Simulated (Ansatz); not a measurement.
# KTaO3: the cost of one run

Computed with Ansatz 0.2.0 (DFT PBE, scalar-relativistic, plane waves, PAW, unless a step's input says otherwise).

1 further run of the same task is left out (set aside as unsound or not needed).

### Step 1. Starting point

The structure is cubic, space group Pm-3m (No. 221). Conventional cell: a = 4.024 Å, b = 4.024 Å, c = 4.024 Å, α = 90.00°, β = 90.00°, γ = 90.00°. Around K (site symmetry m-3m) lie 12 O at 2.85 Å. Around Ta (site symmetry m-3m) lie 6 O at 2.01 Å. O (site symmetry 4/mmm) has 2 Ta at 2.01 Å and 4 K at 2.85 Å as nearest neighbours.

Coordinates:

```cif
data_structure
_symmetry_space_group_name_H-M 'P 1'
_symmetry_Int_Tables_number 1
_cell_length_a 4.0244
_cell_length_b 4.0244
_cell_length_c 4.0244
_cell_angle_alpha 90.000
_cell_angle_beta 90.000
_cell_angle_gamma 90.000
_cell_volume 65.18
loop_
_atom_site_label
_atom_site_type_symbol
_atom_site_fract_x
_atom_site_fract_y
_atom_site_fract_z
_atom_site_occupancy
K1 K 0.50000 0.50000 0.50000 1
Ta1 Ta 0.00000 0.00000 0.00000 1
O1 O 0.50000 0.00000 0.00000 1
O2 O 0.00000 0.50000 0.00000 1
O3 O 0.00000 0.00000 0.50000 1
```

It is the result of an earlier relaxation at this level (volume 13.04 Å³/atom; gap on the mesh: 2.16 eV).

### Step 2. Bands, states and charges

File input.yaml:

```yaml
crystal:
  lattice:
    - [4.0243806738, 0.0, 0.0]
    - [0.0, 4.0243806738, 0.0]
    - [0.0, 0.0, 4.0243806738]
  atoms:
    - { symbol: K, position: [0.5, 0.5, 0.5] }
    - { symbol: Ta, position: [0.0, 0.0, 0.0] }
    - { symbol: O, position: [0.5, 0.0, 0.0] }
    - { symbol: O, position: [0.0, 0.5, 0.0] }
    - { symbol: O, position: [0.0, 0.0, 0.5] }
basis:
  ecutwfc: 420
kpoints:
  mp_grid: { grid: [8, 8, 8] }
  band_path:
    path:
      - [[0.0, 0.0, 0.0], [0.0, 0.5, 0.0], [0.5, 0.5, 0.0], [0.0, 0.0, 0.0], [0.5, 0.5, 0.5], [0.0, 0.5, 0.0]]
      - [[0.5, 0.5, 0.5], [0.5, 0.5, 0.0]]
    npoints: 14
hamiltonian:
  xc: pbe
scf:
  occupations: { method: gaussian, width: 0.02 }
  n_extra_bands: 12
output:
  forces: true
  stress: true
  eigenvalues: true
  populations: true
  dos: { projected: true, de: 0.02, nscf_kmesh: { grid: [12, 12, 12] } }
  bader: true
  write_density: true
  write_potential: true
  elf: true
  volumetric_format: npy
```

Started as:

```console
$ ansatz run input.yaml --threads 1 --pin off --max-ram 2560MiB --backend cpu --events-out ev --progress --plain --runs-dir out
```

What time and memory should one allow on 1 thread of AMD EPYC 7R43 (Zen 3), shared host?

About 70 s, with a peak of 0.45 GiB.
